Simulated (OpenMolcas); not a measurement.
# B, step by step

We compute a series of 9 runs (ROHF/cc-pVDZ, CASSCF(3,4)/cc-pVDZ, CASPT2(3,4)/cc-pVDZ, CASPT2[IPEA 0](3,4)/cc-pVDZ, SC-NEVPT2(3,4)/cc-pVDZ, PC-NEVPT2(3,4)/cc-pVDZ, MC-PDFT[tPBE](3,4)/cc-pVDZ, MC-PDFT[ftPBE](3,4)/cc-pVDZ, and more) of B. 

Program for the calculation: OpenMolcas 26.06.

70 further runs of the same task are left out: 70 set aside as unsound or not needed.

### Step 1. The energy at ROHF/cc-pVDZ (run 1)

struct.xyz

```xyz
1

B      0.000000     0.000000     0.000000
```

step1.inp

```
&GATEWAY
BasLib = $CurrDir
Coord = struct.xyz
Basis = cc-pVDZ
Group = NoSym
&SEWARD
&SCF
UHF
Spin = 2
PrOrbitals = 1 2
&RASSCF
FileOrb = $Project.UnaOrb
Spin = 2
Nactel = 1 0 0
Inactive = 2
Ras2 = 1
OutOrbitals = Canonical
OrbListing = Nothing
```

The basis set cc-pVDZ is read from a file made from the Basis Set Exchange's data (not shown).

Started as:

```
$ export MOLCAS_MEM=1860
$ pymolcas step1.inp > step1.log
```

Standard output:

```text
--- Start Module: gateway ---
[...]
--- Stop Module: gateway /rc=_RC_ALL_IS_WELL_ ---
[...]
      Basis functions           14
[...]
--- Start Module: scf ---
[...]
       Convergence after   7 Iterations
[...]
::    Total SCF energy                                -24.5299616244
[...]
      Total spin, S                                     0.5037193029
[...]
--- Stop Module: scf /rc=_RC_ALL_IS_WELL_ ---
[...]
--- Start Module: rasscf ---
[...]
      Number of active orbitals                  1
[...]
      Spin quantum number                      0.5
[...]
      Active orbitals                            1
[...]
      Number of CSFs                             1
[...]
      Number of root(s) required                 1
[...]
      Convergence after  7 iterations
[...]
      printout of CI-coefficients larger than  0.05 for root  1
      energy=     -24.526591
      conf/sym  1     Coeff  Weight
             1  u   1.00000 1.00000
      Natural orbitals and occupation numbers for root  1
      sym 1:   1.000000
      ************************************************************************************************************************
      *                                                    Final results                                                     *
[...]
::    RASSCF root number  1 Total energy:    -24.52659091
[...]
      Total electronic charge=    5.000000
      Total            charge=   -0.000000
[...]
      Dipole Moment (debye):
      Origin of the operator (angstrom)=    0.0000    0.0000    0.0000
                   X= -1.8602E-16               Y= -2.3774E-16               Z= -2.2232E-16           Total=  3.7490E-16
      Quadrupole Moment (debye*angstrom):
[...]
--- Stop Module: rasscf /rc=_RC_ALL_IS_WELL_ ---
[...]
```

Run time: 4.2 s. Hardware: 1 thread of AMD EPYC 7R43 (Zen 3), shared host; peak memory 0.37 GiB.

### Step 2. The B atom: a single-point energy at CASSCF(3,4)/cc-pVDZ (run 2)

struct.xyz is that of step 1.

step2.input

```
&GATEWAY
 BasLib = $CurrDir
 Coord = struct.xyz
 Basis = cc-pVDZ
 Group = NoSym

&SEWARD

&RASSCF
 FileOrb = $CurrDir/step1.RasOrb
 Spin = 2
 Nactel = 3 0 0
 Inactive = 1
 Ras2 = 4
 OrbListing = Nothing
```

The basis set cc-pVDZ is read from a file made from the Basis Set Exchange's data (not shown).

Started as:

```
$ export MOLCAS_MEM=1860
$ pymolcas step2.input > step2.log
```

Standard output:

```text
--- Start Module: gateway ---
[...]
--- Stop Module: gateway /rc=_RC_ALL_IS_WELL_ ---
--- Start Module: seward ---
[...]
      Basis functions           14
--- Stop Module: seward /rc=_RC_ALL_IS_WELL_ ---
[...]
--- Start Module: rasscf ---
[...]
      Number of active orbitals                  4
[...]
      Spin quantum number                      0.5
[...]
      Active orbitals                            4
[...]
      Number of CSFs                            20
[...]
      Number of root(s) required                 1
[...]
      Convergence after  8 iterations
[...]
      printout of CI-coefficients larger than  0.05 for root  1
      energy=     -24.560360
      conf/sym  1111     Coeff  Weight
             1  2u00  -0.97254 0.94584
            15  0u20  -0.16456 0.02708
            18  0u02  -0.16456 0.02708
      Natural orbitals and occupation numbers for root  1
      sym 1:   1.891679   1.000000   0.054161   0.054161
      ************************************************************************************************************************
      *                                                    Final results                                                     *
[...]
::    RASSCF root number  1 Total energy:    -24.56035996
[...]
      Total electronic charge=    5.000000
      Total            charge=   -0.000000
[...]
      Dipole Moment (debye):
      Origin of the operator (angstrom)=    0.0000    0.0000    0.0000
                   X=  3.1783E-17               Y=  1.3182E-15               Z=  9.5451E-16           Total=  1.6278E-15
      Quadrupole Moment (debye*angstrom):
[...]
--- Stop Module: rasscf /rc=_RC_ALL_IS_WELL_ ---
[...]
```

Run time: 3.3 s. Hardware: 1 thread of AMD EPYC 7R43 (Zen 3), shared host; peak memory 0.37 GiB.

Runs 3 to 4 aren't shown in full; the table further down has their settings and results.

### Step 3. The B atom: a single-point energy at SC-NEVPT2(3,4)/cc-pVDZ (run 5)

struct.xyz is that of step 2.

step5.input

```
* B NEVPT2
&GATEWAY
BASLIB
$CurrDir
COORD
struct.xyz
BASIS
cc-pVDZ
GROUP
NoSym
&SEWARD
&RASSCF
FILEORB
$CurrDir/step2.RasOrb
SPIN
2
NACTEL
3 0 0
INACTIVE
1
RAS2
4
ORBLISTING
Nothing
&CASPT2
SC-NEVPT2
FROZEN
1
```

The basis set cc-pVDZ is read from a file made from the Basis Set Exchange's data (not shown).

Run the same way, it converges to -24.58148 Eh (log not shown).

Runs 6 to 8 aren't shown in full; the table further down has their settings and results.

### Step 4. The B atom: the energy at MRCI(3,4)/cc-pVDZ (run 9)

struct.xyz is that of step 3.

step9.inp

```
&GATEWAY
 BasLib=$CurrDir
 Coord=struct.xyz
 Basis=cc-pVDZ
 Group=NoSym

&SEWARD

&RASSCF
 FileOrb=$CurrDir/step2.RasOrb
 Spin=2
 Nactel=3 0 0
 Inactive=1
 Ras2=4
 OrbListing=Nothing

&MOTRA
 LumOrb
 Frozen=1

&GUGA
 Electrons=3
 Spin=2
 Inactive=0
 Active=4
 CIAll=1

&MRCI
 SDCI
```

The basis set cc-pVDZ is read from a file made from the Basis Set Exchange's data (not shown).

Run the same way, it converges to -24.58985 Eh (log not shown).

### Step 5. Overview of the runs

```csv
run,level,active rule,inactive,energy (Eh),dipole moment (D) of the reference,wall time
1,ROHF/cc-pVDZ,–,–,-24.526591,0.00,4.2 s
2,"CASSCF(3,4)/cc-pVDZ",full valence,1,-24.560360,0.00,3.3 s
3,"CASPT2(3,4)/cc-pVDZ",full valence,1,-24.580946,0.00,3.9 s
4,"CASPT2[IPEA 0](3,4)/cc-pVDZ",full valence,1,-24.584235,0.00,3.6 s
5,"SC-NEVPT2(3,4)/cc-pVDZ",full valence,1,-24.581476,0.00,3.3 s
6,"PC-NEVPT2(3,4)/cc-pVDZ",full valence,1,-24.581538,0.00,4.2 s
7,"MC-PDFT[tPBE](3,4)/cc-pVDZ",full valence,1,-24.610646,0.00,4.2 s
8,"MC-PDFT[ftPBE](3,4)/cc-pVDZ",full valence,1,-24.620541,0.00,4.2 s
9,"MRCI(3,4)/cc-pVDZ",full valence,1,-24.589851,0.00,4.8 s
```

### Step 6. Summary of results

| quantity | value |
| --- | --- |
| B atom, run 9: total energy | -24.58985 Eh |
| B atom, run 9: dipole moment (CASSCF density) | 0.00 D |

Below the ROHF energy at the same shape and in the same basis (cc-pVDZ): CASSCF(3,4) -33.8 mEh; CASPT2(3,4) -54.4 mEh; CASPT2[IPEA 0](3,4) -57.6 mEh; SC-NEVPT2(3,4) -54.9 mEh; PC-NEVPT2(3,4) -54.9 mEh; MRCI(3,4) -63.3 mEh. Active-space methods hold only the correlation inside their space unless a perturbation or CI step follows. All runs together took 36 s, the longest 4.8 s.
